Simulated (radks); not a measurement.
# Shell filling in a hard-walled sphere of radius 9.71 bohr*, N = 1 to 10

Which level does each new electron take in a hard-walled sphere of radius 9.71 bohr*, and at which counts is the dot hardest to charge further? Each count tries a few candidate levels and keeps the lowest.

Method: non-relativistic spin-polarised Kohn-Sham, LDA (Slater exchange, Perdew-Wang correlation), spherically averaged shells; computed with radks, version 2.

## 1. The model

* well: a hard-walled sphere of radius 9.71 bohr*
* functional: LDA (Slater exchange, Perdew-Wang correlation)
* levels: named by radial order: 1s, 1p, 1d, 2s, 1f and so on
* units: effective atomic units, hartree* and bohr*
* configuration carried in: none

The runs that follow: 1 electrons; Electron number 2; N = 3; Electron number 4; 5 electrons; Electron number 6; 7 electrons; 8 electrons; 9 electrons; N = 10.

Before running it: what results should come out? Wanted: closed shells at N; largest addition energy; most unpaired electrons; polarisability at N = 2; configuration at N = 10.

**Answer**, as computed:

| quantity | value |
| --- | --- |
| closed shells at N | 2 and 8 |
| largest addition energy | 0.166 hartree* at N = 8 (of N = 1 to 9) |
| most unpaired electrons | 3 at N = 5 |
| polarisability at N = 2 | 400.3 bohr*³ |
| configuration at N = 10 | 1s2 1p6 1d(up 2, down 0) |

All occupied shells are full at N = 2 and 8; the largest second difference falls on N = 8. Among the lowest states kept at each count, up to 3 electrons are unpaired (N = 5), since exchange favours parallel spins. The model keeps every shell spherical, so real clusters and dots, which can deform, may order levels otherwise.
